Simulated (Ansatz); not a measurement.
# CH5OSSi: the cost of one run

Method: RKS PBE0/def2-SVP, in Ansatz 0.2.0.

1 further run of the same task is left out (it didn't finish).

### Step 1. Starting point

Bond lengths: O1–C2 1.141 Å, C2–Si3 1.983 Å, Si3–H5 1.456 Å, Si3–H6 1.461 Å, Si3–H7 1.456 Å, S4–H8 1.341 Å, S4–H9 1.341 Å. Angles: O1–C2–Si3 133.7°, C2–Si3–H5 99.5°, C2–Si3–H6 102.6°, C2–Si3–H7 99.5°, H5–Si3–H6 115.6°, H5–Si3–H7 118.9°, H6–Si3–H7 115.7°, H8–S4–H9 92.7°.

As a file:

```xyz
9

O    -0.6408   -1.1364   -1.7036
C    -0.3126   -0.5496   -0.7813
Si    0.9138    0.9818   -0.4972
S    -1.2883   -1.3479    1.0261
H     0.2366    1.9857   -1.3057
H     0.8436    1.1831    0.9481
H     2.1507    0.3957   -0.9934
H    -0.1970   -1.3466    1.8055
H    -1.7058   -0.1658    1.5016
```

### Step 2. Relaxing end A

The input, input.yaml:

```yaml
crystal:
  periodic: [false, false, false]
  atoms:
    - { symbol: O, position_ang: [-0.64083, -1.13641, -1.70357] }
    - { symbol: C, position_ang: [-0.31264, -0.54964, -0.78134] }
    - { symbol: Si, position_ang: [0.91383, 0.98181, -0.49718] }
    - { symbol: S, position_ang: [-1.28831, -1.3479, 1.02611] }
    - { symbol: H, position_ang: [0.23656, 1.98574, -1.30574] }
    - { symbol: H, position_ang: [0.84355, 1.18314, 0.94809] }
    - { symbol: H, position_ang: [2.1507, 0.39567, -0.99344] }
    - { symbol: H, position_ang: [-0.19701, -1.34662, 1.80549] }
    - { symbol: H, position_ang: [-1.70584, -0.16579, 1.50159] }
total_charge: 1
basis:
  gaussian: { orbitals: def2-SVP }
hamiltonian:
  xc: pbe0
relax:
  f_tol: 0.015
  max_steps: 40
```

Started as:

```bash
$ ansatz run input.yaml --threads 1 --pin off --max-ram 2048MiB --backend cpu --events-out ev --progress --plain --runs-dir out
```

Q: Estimate wall time and peak memory on 1 thread of Arm Neoverse V1, shared host.

About 40 s, with a peak of 0.17 GiB.
